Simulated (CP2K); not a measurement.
# CH3BOS (SMILES BSC=O): a first try and a second

Aim: energy and forces of CH3BOS at GFN2-xTB.

Program for the calculation: CP2K 2026.2.

2 further runs of the same task are left out: 2 set aside as unsound or not needed.

### 1 The molecule

The species is CH3BOS (7 atoms), meant as a singlet with charge 0. SMILES: `BSC=O`. The coordinates come from a GFN2-xTB relaxation. This is one conformer, not always the lowest.

Bond lengths: B1–S2 1.767 Å, S2–C3 1.787 Å, C3–O4 1.188 Å, B1–H5 1.164 Å, B1–H6 1.164 Å, C3–H7 1.097 Å. Angles: B1–S2–C3 104.0°, S2–C3–O4 125.4°, S2–B1–H5 119.0°, S2–B1–H6 116.8°, S2–C3–H7 109.5°, O4–C3–H7 125.1°, H5–B1–H6 124.1°.

### 2 Try one

File molecule.inp:

```
&FORCE_EVAL
  METHOD QS
  &DFT
    CHARGE -4
    &QS
      METHOD XTB
      EPS_DEFAULT 1.0E-10
      &XTB
        GFN_TYPE TBLITE
        &TBLITE
          METHOD GFN2
        &END TBLITE
        CHECK_ATOMIC_CHARGES F
      &END XTB
    &END QS
    &POISSON
      PERIODIC NONE
      POISSON_SOLVER ANALYTIC
    &END POISSON
    &SCF
      SCF_GUESS ATOMIC
      EPS_SCF 1.0E-07
      MAX_SCF 53
      ADDED_MOS 2
      &DIAGONALIZATION
        ALGORITHM STANDARD
      &END DIAGONALIZATION
      &MIXING
        METHOD DIRECT_P_MIXING
        ALPHA 0.4
      &END MIXING
    &END SCF
    &PRINT
      &MOMENTS
        PERIODIC F
        REFERENCE COM
        MAX_MOMENT 1
      &END MOMENTS
      &MO ON
        ENERGIES T
        OCCUPATION_NUMBERS T
        NDIGITS 6
        &EACH
          QS_SCF 0
        &END EACH
        ADD_LAST NUMERIC
      &END MO
      &HIRSHFELD OFF
      &END HIRSHFELD
    &END PRINT
  &END DFT
  &SUBSYS
    &CELL
      ABC 18.4 17.2 20.5
      PERIODIC NONE
    &END CELL
    &COORD
      UNIT bohr
      B      0.5170291    -0.6488186    -2.5111248
      S     -2.0471781     0.0941840    -0.5051994
      C     -0.6013486     0.6528248     2.4958180
      O      1.5970264     0.5107174     2.9275448
      H      2.5545318    -0.6561885    -1.6816862
      H      0.0377567    -1.1025229    -4.6097223
      H     -2.0578173     1.1497850     3.8843887
    &END COORD
    &TOPOLOGY
      &CENTER_COORDINATES
      &END CENTER_COORDINATES
    &END TOPOLOGY
  &END SUBSYS
  &PRINT
    &FORCES ON
    &END FORCES
  &END PRINT
&END FORCE_EVAL
&GLOBAL
  PROJECT molecule
  RUN_TYPE ENERGY_FORCE
  PRINT_LEVEL MEDIUM
&END GLOBAL
```

Command:

```
$ OMP_NUM_THREADS=1 cp2k.psmp -i molecule.inp > molecule.out 2>&1
```

Standard output:

```text
CP2K| version string:                                       CP2K version 2026.2
[...]
 GLOBAL| Method name                                                        CP2K
[...]
 GLOBAL| Run type                                                   ENERGY_FORCE
[...]
                             - Atoms:                                          7
[...]
                             - Spherical basis functions:                     24
[...]
 Number of electrons:                                                         26
[...]
  *** SCF run converged in    32 steps ***
[...]
  Fermi energy:                                                 0.70783745296607
[...]
 TB_DIPOLE| Moment [Debye]         -2.03932433       1.02749936       3.50913165
 TB_DIPOLE| Derivative [a.u.]       0.00000000       0.00000000       0.00000000
[...]
 ENERGY| Total FORCE_EVAL ( QS ) energy [hartree]            -11.353222474903511
 FORCES| Atomic forces [hartree/bohr]
 FORCES|   Atom     x               y               z               |f|
 FORCES|      1 -1.03410646E-02  8.59090198E-03  3.56636634E-02   3.81134897E-02
 FORCES|      2 -1.05732836E-01  1.10938909E-02 -9.51650798E-04   1.06317508E-01
 FORCES|      3 -2.13943487E-01 -3.03985037E-03 -1.17694245E-01   2.44198672E-01
 FORCES|      4  3.11239374E-01 -9.87719838E-03  1.07405004E-01   3.29398455E-01
 FORCES|      5  7.89053363E-02 -6.90725115E-03  1.37068781E-03   7.92189435E-02
 FORCES|      6 -4.21603120E-03 -2.15827029E-02 -9.21582047E-02   9.47455681E-02
 FORCES|      7 -5.59112919E-02  2.17222099E-02  6.63647451E-02   8.94550522E-02
 FORCES| Sum     1.17961196E-16 -3.46944695E-18  1.11022302E-16
 FORCES| Total atomic force                                       1.62027259E-16
[...]
```

Wall time 0.3 s (1 thread of Arm Neoverse V1, shared host).

### 3 What went wrong

It ran to the end. The result can't be trusted all the same.

Cause: the charge typed isn't that of the species meant. To mend it: charge 0 in place of -4.

### 4 Second attempt

File run.inp:

```
&GLOBAL
  PROJECT_NAME run
  RUN_TYPE ENERGY_FORCE
  PRINT_LEVEL MEDIUM
&END GLOBAL

&FORCE_EVAL
  METHOD QS
  &DFT
    &QS
      METHOD XTB
      EPS_DEFAULT 1.0E-10
      &XTB
        GFN_TYPE TBLITE
        &TBLITE
          METHOD GFN2
        &END TBLITE
        CHECK_ATOMIC_CHARGES F
      &END XTB
    &END QS
    &POISSON
      PERIODIC NONE
      POISSON_SOLVER ANALYTIC
    &END POISSON
    &SCF
      SCF_GUESS ATOMIC
      EPS_SCF 1.0E-07
      MAX_SCF 150
      ADDED_MOS 2
      &DIAGONALIZATION
        ALGORITHM STANDARD
      &END DIAGONALIZATION
      &MIXING
        METHOD DIRECT_P_MIXING
        ALPHA 0.4
      &END MIXING
    &END SCF
    &PRINT
      &MOMENTS
        PERIODIC F
        REFERENCE COM
        MAX_MOMENT 1
      &END MOMENTS
      &MO ON
        ENERGIES T
        OCCUPATION_NUMBERS T
        NDIGITS 6
        &EACH
          QS_SCF 0
        &END EACH
        ADD_LAST NUMERIC
      &END MO
      &HIRSHFELD OFF
      &END HIRSHFELD
    &END PRINT
  &END DFT
  &SUBSYS
    &CELL
      ABC 18.4 17.2 20.5
      PERIODIC NONE
    &END CELL
    &COORD
      UNIT bohr
      B      0.5170291    -0.6488186    -2.5111248
      S     -2.0471781     0.0941840    -0.5051994
      C     -0.6013486     0.6528248     2.4958180
      O      1.5970264     0.5107174     2.9275448
      H      2.5545318    -0.6561885    -1.6816862
      H      0.0377567    -1.1025229    -4.6097223
      H     -2.0578173     1.1497850     3.8843887
    &END COORD
    &TOPOLOGY
      &CENTER_COORDINATES
      &END CENTER_COORDINATES
    &END TOPOLOGY
  &END SUBSYS
  &PRINT
    &FORCES ON
    &END FORCES
  &END PRINT
&END FORCE_EVAL
```

Command:

```
$ OMP_NUM_THREADS=1 cp2k.psmp run.inp > run.out
```

Standard output:

```text
CP2K| version string:                                       CP2K version 2026.2
[...]
 GLOBAL| Method name                                                        CP2K
[...]
 GLOBAL| Run type                                                   ENERGY_FORCE
[...]
                             - Atoms:                                          7
[...]
                             - Spherical basis functions:                     24
[...]
 Number of electrons:                                                         22
[...]
  *** SCF run converged in    21 steps ***
[...]
  Fermi energy:                                                -0.33579367490055
[...]
 TB_DIPOLE| Moment [Debye]         -1.08107939      -0.02160133      -0.62260995
 TB_DIPOLE| Derivative [a.u.]       0.00000000       0.00000000       0.00000000
[...]
 ENERGY| Total FORCE_EVAL ( QS ) energy [hartree]            -12.209464249197540
 FORCES| Atomic forces [hartree/bohr]
 FORCES|   Atom     x               y               z               |f|
 FORCES|      1  9.63824983E-05 -2.05594799E-05 -4.49351280E-05   1.08311790E-04
 FORCES|      2 -3.79836326E-05 -5.65381689E-05 -6.82487427E-05   9.64220502E-05
 FORCES|      3  5.29757468E-04  1.02417775E-04  8.82044769E-05   5.46728823E-04
 FORCES|      4 -5.38638369E-04  1.63737598E-05 -9.30613103E-05   5.46863603E-04
 FORCES|      5 -7.68456302E-05 -4.18551615E-05 -3.94300345E-05   9.59782946E-05
 FORCES|      6  1.41401544E-05  4.40025852E-05  7.04697306E-05   8.42742808E-05
 FORCES|      7  1.31875107E-05 -4.38413096E-05  8.70010080E-05   9.83114758E-05
 FORCES| Sum     7.45795569E-17  1.35728559E-17 -3.55753838E-17
 FORCES| Total atomic force                                       8.37373314E-17
[...]
```

Wall time 0.28 s (1 thread of Arm Neoverse V1, shared host).

### 5 Outcome

Level: GFN2-xTB.

```
                                 quantity         value
                             total energy  -12.20946 Eh
dipole moment (from atomic charges alone)        1.25 D
                              HOMO energy     -11.71 eV
                              LUMO energy      -8.24 eV
                            HOMO–LUMO gap       3.46 eV
                 largest force on an atom    0.028 eV/Å
```

In words: The dipole comes from point charges on the atoms alone, without atomic dipoles, so it is partial.
